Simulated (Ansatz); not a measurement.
I need harmonic frequencies at the relaxed geometry of ClFH4OSi2, SMILES O[Si](F)([SiH3])Cl. Use Ansatz 0.2.0 through its Python package. Settings (for the species named): CAM-B3LYP, def2-SVP basis, multiplicity 1.

```xyz
9

O    -0.5345    1.8423   -0.2808
Si    0.2967    0.5041   -0.5610
F     1.8112    0.9347   -0.5056
Si   -0.1211   -1.1862    0.9068
Cl   -0.1386   -0.0040   -2.5124
H    -0.3543    2.6380   -0.8839
H    -1.6081   -1.5765    0.8472
H     0.6388   -2.4059    0.6095
H     0.0985   -0.7928    2.3631
```

`clfh4osi2.py`
```python
"""Harmonic frequencies of ClFH4OSi2 at its relaxed geometry."""

import itertools

import ansatz as az
from ase import Atoms
from ase.data import atomic_numbers, covalent_radii
from ase.thermochemistry import IdealGasThermo
import numpy as np

BASIS = "def2-SVP"
XC = "cam_b3lyp"

clfh4osi2 = (
    az.Crystal.molecule()
    .atom("O", (-0.5345, 1.8423, -0.2808))
    .atom("Si", (0.2967, 0.5041, -0.561))
    .atom("F", (1.8112, 0.9347, -0.5056))
    .atom("Si", (-0.1211, -1.1862, 0.9068))
    .atom("Cl", (-0.1386, -0.004, -2.5124))
    .atom("H", (-0.3543, 2.638, -0.8839))
    .atom("H", (-1.6081, -1.5765, 0.8472))
    .atom("H", (0.6388, -2.4059, 0.6095))
    .atom("H", (0.0985, -0.7928, 2.3631))
)

calculation = clfh4osi2.calculation().basis(gaussian=BASIS).functional(XC)
symbols = [site.symbol for site in clfh4osi2.cartesian_sites]
start = np.array([site.position_ang for site in clfh4osi2.cartesian_sites], dtype=float)
def progress(event):
    if event["event"] == "relax_step":
        row = event["data"]
        print(f"step {row['step']:3d}  E = {row['lagrangian_ev']:.6f} eV  largest force component {row['allowed_force_max_ev_ang']:.4f} eV/A")


summary = calculation.relax(force_tolerance=0.003, max_steps=100).session().plan().execute(on_event=progress).report
end = np.array(summary["positions_ang"])

# pairs closer than 1.2 times the sum of covalent radii, before or after
radius = [covalent_radii[atomic_numbers[s]] for s in symbols]
span = lambda where, i, j: np.linalg.norm(where[i] - where[j])
bonded = [(i, j) for i, j in itertools.combinations(range(len(symbols)), 2) if min(span(start, i, j), span(end, i, j)) < 1.2 * (radius[i] + radius[j])]
print("pair        before    after (A)")
for i, j in bonded:
    print(f"{symbols[i]}{i}-{symbols[j]}{j}".ljust(10), f"{span(start, i, j):8.4f} {span(end, i, j):8.4f}")

# same settings at the minimum
minimum = az.Crystal.molecule()
for symbol, place in zip(symbols, end):
    minimum = minimum.atom(symbol, place.tolist())
vibrating = (
    minimum.calculation()
    .basis(gaussian=BASIS)
    .functional(XC)
    .phonons(temperatures=(100, 500, 100))
)
vib = vibrating.run(threads=1).report["vibrations"]
sums = vib["harmonic_sums"]
modes = [m["omega_inv_cm"] for m in sums["modes_at_gamma"] if m["rigid_motion"] == "no"]
print("frequencies (1/cm):", " ".join(f"{w:.0f}" for w in modes))
print("imaginary modes:", sum(w < 0 for w in modes), " zero-point energy:", round(sums["zero_point_energy_ev"], 4), "eV")
# rigid rotor and ideal gas, symmetry number taken as one
gas = IdealGasThermo(vib_energies=[w / 8065.544 for w in modes if w > 0], geometry="linear" if len(modes) == 3 * len(symbols) - 5 else "nonlinear",
                     atoms=Atoms(symbols, positions=end), symmetrynumber=1, spin=0.0)
print(f"H(298 K) - E = {gas.get_enthalpy(298.15, verbose=False):.4f} eV")
print(f"S(298 K, 1 bar) = {96485.33 * gas.get_entropy(298.15, 1e5, verbose=False):.1f} J/(mol K) with symmetry number 1")
```

`python clfh4osi2.py` gives:
```text
step   1  E = -33097.475116 eV  largest force component 2.9218 eV/A
step   2  E = -33097.702091 eV  largest force component 1.0780 eV/A
step   3  E = -33097.739216 eV  largest force component 0.3395 eV/A
step   4  E = -33097.745034 eV  largest force component 0.1390 eV/A
step   5  E = -33097.746692 eV  largest force component 0.1179 eV/A
step   6  E = -33097.747674 eV  largest force component 0.0467 eV/A
step   7  E = -33097.747774 eV  largest force component 0.0207 eV/A
step   8  E = -33097.747916 eV  largest force component 0.0080 eV/A
step   9  E = -33097.747937 eV  largest force component 0.0101 eV/A
step  10  E = -33097.747941 eV  largest force component 0.0025 eV/A
step  11  E = -33097.747943 eV  largest force component 0.0055 eV/A
step  12  E = -33097.747946 eV  largest force component 0.0040 eV/A
step  13  E = -33097.747947 eV  largest force component 0.0003 eV/A
pair        before    after (A)
O0-Si1       1.6001   1.6385
O0-H5        1.0146   0.9645
Si1-F2       1.5755   1.6181
Si1-Si3      2.2773   2.3231
Si1-Cl4      2.0629   2.0644
Si3-H6       1.5385   1.4868
Si3-H7       1.4675   1.4869
Si3-H8       1.5244   1.4870
frequencies (1/cm): 103 106 138 202 254 269 328 446 530 544 598 775 871 918 946 950 979 2259 2269 2269 3895
imaginary modes: 0  zero-point energy: 1.2182 eV
H(298 K) - E = 1.4611 eV
S(298 K, 1 bar) = 369.4 J/(mol K) with symmetry number 1
```

Total energies depend on the basis set; only differences at equal settings carry meaning. The frequencies are harmonic and unscaled, in a modest basis. The result belongs to the one conformer reached from this start, and soft torsions count as harmonic oscillators. The entropy takes a symmetry number of 1; a symmetric molecule's is lower by R ln(sigma). It ran for 2.2 min on 1 thread of AMD EPYC 9R45 96-Core Processor (Zen 5) (shared host), peak memory 0.41 GiB.

(Lines on the test bed's own set-up are left out of the output.)
